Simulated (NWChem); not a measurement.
# the pair C3O2···BHF2, step by step

We compute a single-point energy (singlet C3HBF2O2, B3LYP-D2/def2-SVPD), then a single-point energy (singlet C3O2, B3LYP-D2/def2-SVPD), then a single-point energy (singlet BHF2, B3LYP-D2/def2-SVPD), then the energy (singlet C3O2, B3LYP-D2/def2-SVPD), then the energy (singlet BHF2, B3LYP-D2/def2-SVPD) of C3HBF2O2 and its partners. 

The results are computed with NWChem 7.3.0.

### Step 1. The structure to begin with

The species is C3HBF2O2 (9 atoms), meant as a singlet with charge 0. The two molecules were placed rigidly side by side, at 1.3 times their contact distance; the pair isn't optimised.

Bond lengths: O1–C2 1.155 Å, C2–C3 1.272 Å, C3–C4 1.272 Å, C4–O5 1.155 Å, F6–B7 1.313 Å, B7–F8 1.313 Å, B7–H9 1.191 Å. Angles: O1–C2–C3 180.0°, C2–C3–C4 179.9°, C3–C4–O5 180.0°, F6–B7–F8 118.1°, F6–B7–H9 121.0°, F8–B7–H9 121.0°.

### Step 2. The energy at B3LYP-D2/def2-SVPD (run 1)

mol.nw reads:

```
echo
start mol
memory stack 880 mb heap 220 mb global 1100 mb
charge 0

geometry units angstrom noautosym nocenter noautoz
  O        0.299440      -2.052080       1.261200
  C        0.156340      -1.075280       0.660900
  C       -0.001360      -0.000080       0.000200
  C       -0.156560       1.075220      -0.660900
  O       -0.297860       2.052220      -1.261400
  F       -0.339920       5.182180       3.394720
  B        0.743610       4.442390       3.452650
  F        0.911980       3.519970       2.533300
  H        1.550340       4.603540       4.314270
end

basis spherical bse
  O library def2-SVPD
  C library def2-SVPD
  F library def2-SVPD
  B library def2-SVPD
  H library def2-SVPD
end

dft
  xc b3lyp
  disp vdw 2
  grid fine
  convergence energy 1e-08
  iterations 100
  mulliken
  print low
end

task dft energy
```

Started as:

```console
$ nwchem mol.nw > mol.out
```

Standard output, shortened:

```text
[...]
 d= 0,ls=0.0,diis     1   -489.4205303948 -7.53D+02  2.28D-01  1.83D+00    10.8
[...]
 d= 0,ls=0.0,diis    11   -489.6389661474 -8.81D-09  3.60D-06  3.55D-08    97.5
         Total DFT energy =     -489.638966147406
      One electron energy =    -1193.114817194952
           Coulomb energy =      499.053611204700
    Exchange-Corr. energy =      -58.672641219105
 Nuclear repulsion energy =      263.096998642353
    Dispersion correction =       -0.002117580401
[...]
      Total Density - Mulliken Population Analysis
     ---------------------------------------------
    Atom       Charge   Shell Charges
 -----------   ------   -------------------------------------------------------
    1 O    8     8.26   1.99  1.13  0.63  0.11  2.84  1.44  0.08  0.02  0.02
    2 C    6     6.98   1.98  1.00  1.02 -0.07  2.01  1.01  0.10 -0.06
    3 C    6     3.54   1.98  0.86  0.68 -0.07  2.29 -2.35  0.02  0.12
    4 C    6     6.95   1.98  1.01  1.00 -0.09  2.01  1.01  0.10 -0.07
    5 O    8     8.27   1.99  1.13  0.63  0.11  2.83  1.44  0.09  0.02  0.02
    6 F    9     9.30   1.99  1.14  0.71  0.15  3.37  1.79  0.13  0.01  0.01
    7 B    5     4.76   1.98  0.76  0.18  0.00  1.50  0.11  0.21  0.01
    8 F    9     9.22   1.99  1.14  0.71  0.08  3.38  1.80  0.11  0.01  0.01
    9 H    1     0.72   0.77 -0.05  0.01 -0.01
[...]
```

Wall time 99 s (1 thread of AMD EPYC 7R43 (Zen 3), shared host); peak memory 0.12 GiB.

### Step 3. C3O2: a single-point energy at B3LYP-D2/def2-SVPD (run 2)

sp.nw reads:

```
start sp
title "C3O2"
memory total 2200 mb
geometry units angstrom noautosym nocenter noautoz
 O     0.299440   -2.052080    1.261200
 C     0.156340   -1.075280    0.660900
 C    -0.001360   -0.000080    0.000200
 C    -0.156560    1.075220   -0.660900
 O    -0.297860    2.052220   -1.261400
end
basis spherical bse
 * library def2-SVPD
end
dft
 xc b3lyp
 mult 1
 disp vdw 2
 grid fine
 convergence energy 1e-08
 iterations 100
 mulliken
 print low
end
task dft energy
```

Started as:

```console
$ nwchem sp.nw > sp.out
```

Standard output, shortened:

```text
[...]
 d= 0,ls=0.0,diis     1   -264.3981894677 -3.87D+02  3.83D-01  1.22D+00     3.0
[...]
 d= 0,ls=0.0,diis    10   -264.5438053754 -1.19D-10  1.14D-06  1.71D-10    22.0
         Total DFT energy =     -264.543805375425
      One electron energy =     -602.135702424090
           Coulomb energy =      247.834502952834
    Exchange-Corr. energy =      -33.296872676108
 Nuclear repulsion energy =      123.055131723790
    Dispersion correction =       -0.000864951851
[...]
      Total Density - Mulliken Population Analysis
     ---------------------------------------------
    Atom       Charge   Shell Charges
 -----------   ------   -------------------------------------------------------
    1 O    8     8.25   1.99  1.13  0.63  0.11  2.83  1.43  0.08  0.02  0.02
    2 C    6     6.98   1.98  1.00  1.01 -0.07  2.01  1.00  0.10 -0.05
    3 C    6     3.53   1.98  0.86  0.68 -0.06  2.29 -2.36  0.02  0.11
    4 C    6     6.98   1.98  1.00  1.01 -0.07  2.01  1.00  0.10 -0.05
    5 O    8     8.25   1.99  1.13  0.63  0.11  2.83  1.43  0.08  0.02  0.02
[...]
```

Run time: 23 s. Hardware: 1 thread of AMD EPYC 7R43 (Zen 3), shared host; peak memory 0.1 GiB.

### Step 4. BHF2: a single-point energy at B3LYP-D2/def2-SVPD (run 3)

bf2h.nw reads:

```
START bf2h
memory total 2200 mb
charge 0
GEOMETRY units au noautosym nocenter noautoz
 F     -0.64235570     9.79290093     6.41509107
 B      1.40521924     8.39490044     6.52456290
 F      1.72339243     6.65177927     4.78724319
 H      2.92971800     8.69942980     8.15278873
END
BASIS spherical bse
 * library def2-SVPD
END
DFT
 xc b3lyp
 disp vdw 2
 grid fine
 convergence energy 1e-08
 iterations 100
 mulliken
 noprint "final vectors analysis"
END
TASK dft
```

Started as:

```console
$ nwchem bf2h.nw > bf2h.out
```

Standard output, shortened:

```text
[...]
          Wavefunction type:  closed shell.
          No. of atoms     :     4
          No. of electrons :    24
[...]
          Charge           :     0
          Spin multiplicity:     1
[...]
          AO basis - number of functions:    74
[...]
              XC Information
              --------------
                         B3LYP Method XC Potential
                     Hartree-Fock (Exact) Exchange  0.200
                        Slater Exchange Functional  0.800 local
                    Becke 1988 Exchange Functional  0.720 non-local
              Lee-Yang-Parr Correlation Functional  0.810
                  VWN I RPA Correlation Functional  0.190 local
[...]
 d= 0,ls=0.0,diis     1   -225.0207978724 -2.87D+02  1.93D-02  6.15D-01     0.9
[...]
 d= 0,ls=0.0,diis     7   -225.0942407962 -4.42D-09  7.56D-07  1.01D-08     5.4
         Total DFT energy =     -225.094240796198
      One electron energy =     -434.627834037889
           Coulomb energy =      173.022166381887
    Exchange-Corr. energy =      -25.376216333334
 Nuclear repulsion energy =       61.888503128756
    Dispersion correction =       -0.000859935618
[...]
      Total Density - Mulliken Population Analysis
     ---------------------------------------------
    Atom       Charge   Shell Charges
 -----------   ------   -------------------------------------------------------
    1 F    9     9.29   1.99  1.14  0.71  0.14  3.38  1.80  0.12  0.01  0.01
    2 B    5     4.68   1.98  0.75  0.09  0.00  1.50  0.11  0.21  0.02
    3 F    9     9.29   1.99  1.14  0.71  0.14  3.38  1.79  0.12  0.01  0.01
    4 H    1     0.75   0.77 -0.03  0.01 -0.01
[...]
```

Wall time 6.3 s (1 thread of AMD EPYC 7R43 (Zen 3), shared host); peak memory 0.1 GiB.

### Step 5. C3O2 among ghost functions: the energy at B3LYP-D2/def2-SVPD (with ghost functions) (run 4)

a.nw reads:

```
start a
memory 2200 mb

geometry units angstrom noautosym nocenter noautoz
   O        0.299440      -2.052080       1.261200
   C        0.156340      -1.075280       0.660900
   C       -0.001360      -0.000080       0.000200
   C       -0.156560       1.075220      -0.660900
   O       -0.297860       2.052220      -1.261400
   bqF     -0.339920     5.182180     3.394720
   bqB      0.743610     4.442390     3.452650
   bqF      0.911980     3.519970     2.533300
   bqH      1.550340     4.603540     4.314270
end

basis spherical bse
   O library def2-SVPD
   C library def2-SVPD
   bqF library F def2-SVPD
   bqB library B def2-SVPD
   bqH library H def2-SVPD
end

dft
   xc b3lyp
   mult 1
   disp vdw 2
   grid fine
   convergence energy 1e-08
   iterations 100
   mulliken
   print low
end

task dft
```

Started as:

```console
$ nwchem a.nw > a.out
```

Standard output, shortened:

```text
[...]
 d= 0,ls=0.0,diis     1   -264.3983514159 -3.87D+02  2.26D-01  1.22D+00     9.0
[...]
 d= 0,ls=0.0,diis    10   -264.5440321331 -7.68D-11  3.70D-07  8.88D-10    83.3
         Total DFT energy =     -264.544032133054
      One electron energy =     -602.130246664806
           Coulomb energy =      247.828264981369
    Exchange-Corr. energy =      -33.296317221557
 Nuclear repulsion energy =      123.055131723790
    Dispersion correction =       -0.000864951851
[...]
      Total Density - Mulliken Population Analysis
     ---------------------------------------------
    Atom       Charge   Shell Charges
 -----------   ------   -------------------------------------------------------
    1 O    8     8.26   1.99  1.13  0.63  0.11  2.83  1.43  0.08  0.02  0.02
    2 C    6     6.98   1.98  1.00  1.02 -0.07  2.01  1.01  0.10 -0.06
    3 C    6     3.54   1.98  0.86  0.68 -0.07  2.29 -2.35  0.02  0.12
    4 C    6     6.95   1.98  1.00  1.00 -0.09  2.01  1.01  0.10 -0.06
    5 O    8     8.27   1.99  1.13  0.63  0.11  2.83  1.44  0.09  0.02  0.02
    6 X    0    -0.00  -0.00 -0.00 -0.00  0.00 -0.00 -0.00 -0.00 -0.00 -0.00
    7 X    0     0.00  -0.00 -0.00  0.00  0.00  0.00  0.00 -0.00  0.00
    8 X    0     0.00   0.00 -0.00  0.00 -0.00  0.00 -0.00  0.00 -0.00  0.00
    9 X    0     0.00  -0.00  0.00 -0.00  0.00
[...]
```

Wall time 84 s (1 thread of AMD EPYC 7R43 (Zen 3), shared host); peak memory 0.11 GiB.

### Step 6. BHF2 among ghost functions: a single-point energy at B3LYP-D2/def2-SVPD (with ghost functions) (run 5)

input.nw reads:

```
START input
memory total 2200 mb
GEOMETRY noautosym nocenter noautoz
  F       -0.339920       5.182180       3.394720
  B        0.743610       4.442390       3.452650
  F        0.911980       3.519970       2.533300
  H        1.550340       4.603540       4.314270
  bqO      0.299440    -2.052080     1.261200
  bqC      0.156340    -1.075280     0.660900
  bqC     -0.001360    -0.000080     0.000200
  bqC     -0.156560     1.075220    -0.660900
  bqO     -0.297860     2.052220    -1.261400
END
BASIS spherical bse
  F library def2-SVPD
  B library def2-SVPD
  H library def2-SVPD
  bqO library O def2-SVPD
  bqC library C def2-SVPD
END
DFT
  xc b3lyp
  disp vdw 2
  grid fine
  convergence energy 1e-08
  iterations 100
  mulliken
  print low
END
TASK dft energy
```

Started as:

```console
$ nwchem input.nw > input.out
```

Standard output, shortened:

```text
[...]
 d= 0,ls=0.0,diis     1   -225.0209560164 -2.87D+02  8.77D-03  6.16D-01     7.5
[...]
 d= 0,ls=0.0,diis     7   -225.0944120222 -2.23D-09  7.22D-07  6.89D-08    54.7
         Total DFT energy =     -225.094412022207
      One electron energy =     -434.627863509674
           Coulomb energy =      173.021710711097
    Exchange-Corr. energy =      -25.375906793926
 Nuclear repulsion energy =       61.888507505411
    Dispersion correction =       -0.000859935115
[...]
      Total Density - Mulliken Population Analysis
     ---------------------------------------------
    Atom       Charge   Shell Charges
 -----------   ------   -------------------------------------------------------
    1 F    9     9.30   1.99  1.14  0.71  0.15  3.38  1.79  0.13  0.01  0.01
    2 B    5     4.76   1.98  0.76  0.18  0.00  1.50  0.11  0.21  0.01
    3 F    9     9.22   1.99  1.14  0.71  0.08  3.38  1.79  0.12  0.01  0.01
    4 H    1     0.72   0.77 -0.05  0.01 -0.01
    5 X    0     0.00  -0.00 -0.00  0.00  0.00 -0.00 -0.00  0.00 -0.00 -0.00
    6 X    0    -0.00  -0.00 -0.00  0.00 -0.00 -0.00  0.00 -0.00  0.00
    7 X    0     0.00  -0.00  0.00  0.00  0.00  0.00  0.00  0.00  0.00
    8 X    0    -0.00  -0.00  0.00 -0.00 -0.00  0.00  0.00 -0.00  0.00
    9 X    0     0.00   0.00 -0.00  0.00  0.00  0.00 -0.00 -0.00 -0.00 -0.00
[...]
```

It took 56 s on 1 thread of AMD EPYC 7R43 (Zen 3), shared host; peak memory 0.11 GiB.

### Step 7. Results

| quantity | value |
| --- | --- |
| run 1, B3LYP-D2/def2-SVPD: total energy | -489.63897 Eh |
| run 1, B3LYP-D2/def2-SVPD: dispersion energy | -5.56 kJ/mol |
| C3O2: total energy | -264.54381 Eh |
| C3O2: dispersion energy | -2.27 kJ/mol |
| BHF2: total energy | -225.09424 Eh |
| BHF2: dipole moment | 0.94 D |
| BHF2: dispersion energy | -2.26 kJ/mol |
| C3O2 among ghost functions: total energy | -264.54403 Eh |
| C3O2 among ghost functions: dispersion energy | -2.27 kJ/mol |
| BHF2 among ghost functions: total energy | -225.09441 Eh |
| BHF2 among ghost functions: dispersion energy | -2.26 kJ/mol |
| interaction energy of the rigid parts C3O2 and BHF2 (parts in their own basis; closest atoms 4.16 Å apart) | -0.025 eV |
| interaction energy of the rigid parts C3O2 and BHF2 (parts in the whole basis, counterpoise; closest atoms 4.16 Å apart) | -0.014 eV |

**Reading.** The interaction energy of the rigid parts C3O2 and BHF2 (parts in their own basis; closest atoms 4.16 Å apart) is −0.03 eV (−2.4 kJ/mol): the parts attract. Without counterpoise this holds the superposition error of the basis. The interaction energy of the rigid parts C3O2 and BHF2 (parts in the whole basis, counterpoise; closest atoms 4.16 Å apart) is −0.01 eV (−0.3 kcal/mol). The basis-set superposition error is 1.0 kJ/mol. Mulliken charges (run 1, B3LYP-D2/def2-SVPD) run from -0.98 on C2 to +2.46 on C3; in a basis this large or diffuse they mean little. Mulliken charges (BHF2) run from -0.29 on F1 to +0.32 on B2; in a basis this large or diffuse they mean little.
